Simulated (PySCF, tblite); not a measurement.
# H₈NOSi₃ radical: geometry, infrared bands and EPR parameters

What infrared bands and EPR parameters should H₈NOSi₃ radical (`[SiH3]N[SiH]O[SiH3]`) show?

Computed with tblite 0.8.0 and PySCF 2.14.0, with density-fitted response routines of our own, on a single molecule in the gas phase. Atoms count from 0, in the outputs and in this text.

## Step 1: The molecule as given

13 atoms, charge 0, multiplicity 2; geometry from: force field or distance geometry start.

Bonds of the start (Å): Si0–N1 1.77, N1–Si2 1.81, Si2–O3 1.73, O3–Si4 1.73, Si0–H5 1.47, Si0–H6 1.48, Si0–H7 1.47, N1–H8 1.05, Si2–H9 1.49, Si4–H10 1.45, Si4–H11 1.46, Si4–H12 1.46.

## Step 2: Optimising the geometry with GFN2-xTB

What the job is given:

```
{"job": {"kind": "relax", "xc": "GFN2-xTB", "basis": "xTB"}, "charge": 0, "multiplicity": 2}
Si    -2.504000    -0.122500    -0.473100
N     -1.029900    -1.023800    -0.836400
Si     0.222400    -0.446900     0.341400
O      1.265000     0.593800    -0.558200
Si     2.800400     0.589300     0.230200
H     -2.218600     1.320700    -0.440300
H     -3.482100    -0.438700    -1.536500
H     -2.986200    -0.539000     0.852600
H     -1.141600    -2.063200    -0.791700
H     -0.485500     0.402200     1.338500
H      2.884400     1.835700     0.973800
H      3.800600     0.459800    -0.827400
H      2.870900    -0.567000     1.125600
```

On the command line:

```sh
$ OMP_NUM_THREADS=1 python probes_run.py task.json out
```

This one command runs all jobs of the session in turn.

**Question.** This job is followed by: GFN2-xTB harmonic vibrations, gas phase; UKS B3LYP, pcH-1 on H N O Si, non-relativistic, mean-field spin-orbit, GIAO. Predict these results of the whole session: strongest single infrared mode (GFN2-xTB); zero-point energy (GFN2-xTB); g(iso) (B3LYP); ⟨S²⟩; largest a(iso) (averaged by class); potential on the surface of density 0.002 e/bohr³, 1st and 99th percentile.

As calculated:

| quantity | value |
| --- | --- |
| strongest single infrared mode (GFN2-xTB) | 815 cm⁻¹, 739 km/mol |
| zero-point energy (GFN2-xTB) | 47.1 kcal/mol |
| g(iso) (B3LYP) | 2.00199 |
| ⟨S²⟩ | 0.752 (exact 0.75) |
| largest a(iso) (averaged by class) | 29Si on Si2, -734.7 MHz |
| potential on the surface of density 0.002 e/bohr³, 1st and 99th percentile | -0.52 V and 1.73 V |

In words: The optimisation took 125 steps and gained 1.137 eV; among the close pairs (by a distance rule), O3–Si4 changed most, from 1.726 to 1.616 Å. The frame itself reshapes: Si2···Si4 goes from 2.78 to 3.18 Å. No mode is imaginary among the 33: a minimum at this level. The strongest single mode, at 815 cm⁻¹, has its largest shares on H6, H5, H11 and H10 (the list is cut at 4 atoms). Unscaled tight-binding wavenumbers are off by several per cent, some by more. Its intensities can rank the bands wrongly. Si2 carries the largest spin population, 0.76 e. The isotropic g lies 0.3 ppt below the free-electron value. These values are for one conformer; the search (at its own cheap level) found 2 more, at 0.05, 0.14 kcal/mol, and measured spectra average over such forms.
